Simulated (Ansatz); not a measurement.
# Ba3SrTi4O12: levels at named points

Aim: the gap, band edges and levels at named points of Ba3SrTi4O12.

Computed with Ansatz 0.2.0 (DFT PBEsol, scalar-relativistic, plane waves, PAW, unless a step's input says otherwise).

That is the level of the relaxation; later steps name their own.

**1. The structure to begin with**

It takes space group I4mm (No. 107, tetragonal). The conventional cell has a = 7.896 Å, b = 7.896 Å, c = 7.932 Å, α = 90.00°, β = 90.00°, γ = 90.00°. Around Sr (site symmetry 4mm) lie 12 O at 2.75 to 2.85 Å. Ba (site symmetry 4mm) has 12 O at 2.75 to 2.85 Å as nearest neighbours. Ba (site symmetry 2mm) has 12 O at 2.75 to 2.85 Å as nearest neighbours. Around Ti (site symmetry m) lie 6 O at 1.87 to 2.10 Å. O (site symmetry m) has 2 Ti at 1.87 to 2.10 Å as nearest neighbours. O (site symmetry m) is surrounded by 2 Ti at 1.98 Å and 3 Ba at 2.75 to 2.85 Å and 1 Sr at 2.85 Å. O (site symmetry m) is surrounded by 2 Ti at 1.98 Å and 3 Ba at 2.75 to 2.85 Å and 1 Sr at 2.75 Å.

Structure file:

```
CELL_PARAMETERS angstrom
3.94797 3.94797 -3.96594
-3.94797 3.94797 3.96594
3.94797 -3.94797 3.96594
ATOMIC_POSITIONS crystal
Sr 0.00000 0.00000 0.00000
Ba 0.00000 0.50000 0.50000
Ba 0.50000 0.50000 0.00000
Ba 0.50000 0.00000 0.50000
Ti 0.50000 0.49500 0.49500
Ti 0.50000 0.99500 0.99500
Ti 0.00000 0.99500 0.49500
Ti 0.00000 0.49500 0.99500
O 0.50000 0.25950 0.25950
O 0.50000 0.75950 0.75950
O 0.00000 0.75950 0.25950
O 0.00000 0.25950 0.75950
O 0.25000 0.25850 0.50850
O 0.25000 0.75850 0.00850
O 0.75000 0.75850 0.50850
O 0.75000 0.25850 0.00850
O 0.25000 0.50850 0.25850
O 0.25000 0.00850 0.75850
O 0.75000 0.00850 0.25850
O 0.75000 0.50850 0.75850
```

(A quick probe on a coarse mesh, which set the mesh and smearing, is not shown.)

**3. Full relaxation**

File input.yaml:

```yaml
crystal:
  lattice:
    - [3.94797204, 3.94797204, -3.96593621]
    - [-3.94797204, 3.94797204, 3.96593621]
    - [3.94797204, -3.94797204, 3.96593621]
  atoms:
    - { symbol: Sr, position: [0.0, 0.0, 0.0] }
    - { symbol: Ba, position: [0.0, 0.5, 0.5] }
    - { symbol: Ba, position: [0.5, 0.5, 0.0] }
    - { symbol: Ba, position: [0.5, 0.0, 0.5] }
    - { symbol: Ti, position: [0.5, 0.495, 0.495] }
    - { symbol: Ti, position: [0.5, 0.995, 0.995] }
    - { symbol: Ti, position: [0.0, 0.995, 0.495] }
    - { symbol: Ti, position: [0.0, 0.495, 0.995] }
    - { symbol: O, position: [0.5, 0.2595, 0.2595] }
    - { symbol: O, position: [0.5, 0.7595, 0.7595] }
    - { symbol: O, position: [0.0, 0.7595, 0.2595] }
    - { symbol: O, position: [0.0, 0.2595, 0.7595] }
    - { symbol: O, position: [0.25, 0.2585, 0.5085] }
    - { symbol: O, position: [0.25, 0.7585, 0.0085] }
    - { symbol: O, position: [0.75, 0.7585, 0.5085] }
    - { symbol: O, position: [0.75, 0.2585, 0.0085] }
    - { symbol: O, position: [0.25, 0.5085, 0.2585] }
    - { symbol: O, position: [0.25, 0.0085, 0.7585] }
    - { symbol: O, position: [0.75, 0.0085, 0.2585] }
    - { symbol: O, position: [0.75, 0.5085, 0.7585] }
basis:
  ecutwfc: 420
kpoints:
  mp_grid: { grid: [6, 6, 6] }
hamiltonian:
  xc: pbesol
scf:
  occupations: { method: gaussian, width: 0.02 }
output:
  forces: true
  stress: true
  eigenvalues: true
  write_density: true
  write_potential: true
  elf: true
  volumetric_format: npy
relax:
  adjacent_minimum: "off"
  f_tol: 0.005
  max_steps: 80
  cell: { stress_tol: 0.05 }
```

On the command line:

```
> ansatz run input.yaml --threads 4 --pin off --max-ram 10240MiB --backend cpu --events-out ev --progress --plain --runs-dir out
```

Further runs follow: band edges over the whole zone; the run at PBEsol.

**Question.** What will these runs give? Wanted: relaxed cell; volume; formation energy; gap, PBEsol.

As calculated:

| quantity | value |
| --- | --- |
| relaxed cell (conventional) | a = 7.879 Å, b = 7.879 Å, c = 8.010 Å, α = 90.00°, β = 90.00°, γ = 90.00° |
| space group (0.01 Å) | I4mm (No. 107) |
| volume | 12.43 Å³/atom |
| formation energy (elements from runs with the same settings, not shown) | -3.23 eV/atom |
| gap, PBEsol | 1.85 eV, indirect |

The relaxed volume is 0.6 % larger than at the start. At PBEsol the gap is 1.85 eV, from (0.50, 0.50, 0.50) to Γ.

The gaps are Kohn-Sham values of a semilocal functional, not quasiparticle or optical gaps. Such gaps usually fall short of the measured ones.
